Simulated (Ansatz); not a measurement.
**SiN₂H₆ + HF: a complex and its separated parts**

The complex below is one end of an elementary step. How strongly is it bound against its free parts?

Method: PBE0-D4/def2-TZVP structures, single points in def2-TZVPP, no counterpoise correction; program: Ansatz 0.2.0, Gaussian basis.

Levels: SPW92, PBE-D4, BLYP-D4, r2SCAN-D4, B97M-V, PBE0-D4, B3LYP-D4, r2SCAN0-D4, BHLYP-D4, CAM-B3LYP-D4, wB97X-V, wB97M-V, B2PLYP, PBE-QIDH, RPA on PBE, Hartree-Fock, MP2, CCSD, CCSD(T).

Correlated methods freeze the cores. B3LYP uses VWN-RPA correlation. B2PLYP carries no dispersion term here.

21 further runs of the same task are left out: 21 set aside as unsound or not needed.

### 1 Where the work starts

The complex: 11 atoms, charge 0, spin multiplicity 1.

Atoms are counted from 1 here; the program's logs count them from 0.

Bond lengths: Si1–H3 1.488 Å, Si1–H4 1.488 Å, Si1–N5 1.698 Å, Si1–N7 1.753 Å, F2–H6 0.963 Å, N5–H8 1.005 Å, N5–H9 1.009 Å, N7–H10 1.012 Å, N7–H11 1.012 Å. Angles: H3–Si1–H4 108.8°, H3–Si1–N5 106.5°, H3–Si1–N7 114.9°, H4–Si1–N5 118.2°, H4–Si1–N7 102.7°, N5–Si1–N7 106.0°, Si1–N5–H8 122.2°, Si1–N5–H9 120.4°, H8–N5–H9 113.3°, Si1–N7–H10 116.1°, Si1–N7–H11 116.2°, H10–N7–H11 109.4°.

Coordinates:

```xyz
11

Si   -0.2828   -0.5820   -0.7001
F     1.5130    0.8187    1.7067
H    -1.4383   -0.8236   -1.6055
H     0.5839   -1.7919   -0.6938
N     0.4050    0.8954   -1.1781
H     0.6825    0.3568    1.5491
N    -0.6973   -0.3961    0.9934
H     0.3398    1.2353   -2.1214
H     1.1807    1.2870   -0.6654
H    -0.8401   -1.2518    1.5138
H    -1.4465    0.2521    1.2012
```

Its parts: SiN₂H₆ holds atoms 1, 3, 4, 5, 7, 8, 9, 10, 11; HF holds atoms 2, 6. Each part counts its atoms afresh in its own runs.

### 2 Relaxing SiN₂H₆ alone

Input file relax-a/in.yaml:

```yaml
crystal:
  periodic: [false, false, false]
  atoms:
    - {symbol: Si, position_ang: [-0.282779, -0.581963, -0.700133]}
    - {symbol: H, position_ang: [-1.438294, -0.823650, -1.605535]}
    - {symbol: H, position_ang: [0.583943, -1.791862, -0.693754]}
    - {symbol: N, position_ang: [0.405009, 0.895409, -1.178122]}
    - {symbol: N, position_ang: [-0.697280, -0.396080, 0.993426]}
    - {symbol: H, position_ang: [0.339845, 1.235346, -2.121405]}
    - {symbol: H, position_ang: [1.180706, 1.286993, -0.665353]}
    - {symbol: H, position_ang: [-0.840073, -1.251786, 1.513778]}
    - {symbol: H, position_ang: [-1.446470, 0.252073, 1.201173]}
basis:
  gaussian: {orbitals: def2-TZVP}
hamiltonian: {xc: pbe0, dispersion: d4}
relax: {f_tol: 0.005, max_steps: 200}
```

The command line of these runs was not kept.

Further steps of the session: Relaxing HF alone; wB97M-V/def2-TZVPP; CCSD(T)/def2-TZVPP; Vibrations of SiN₂H₆; Vibrations of HF.

Before running it: what results should come out? Wanted: complex less parts, CCSD(T)/def2-TZVPP; with zero-point energy; largest T1 diagnostic.

As calculated:

| quantity | value |
| --- | --- |
| complex less parts, CCSD(T)/def2-TZVPP | -0.499 eV |
| with zero-point energy | -0.379 eV |
| largest T1 diagnostic | 0.010 |

**Reading.** At CCSD(T) the complex lies 0.499 eV below its parts. The functionals run from B2PLYP, off by -0.008 eV, to SPW92, off by -0.340 eV, against CCSD(T). By rung, the mean size of the error is: LDA 0.340, GGA 0.111, meta-GGA 0.055, hybrid 0.059, range-separated hybrid 0.059, double hybrid 0.015 eV. PBE-D4 gives a relative energy 0.130 eV too low, outside chemical accuracy (1 kcal/mol, 0.043 eV). No counterpoise was applied, and triple zeta lacks some correlation, so the CCSD(T) reference has a basis error of its own, and close matches with it are partly luck.
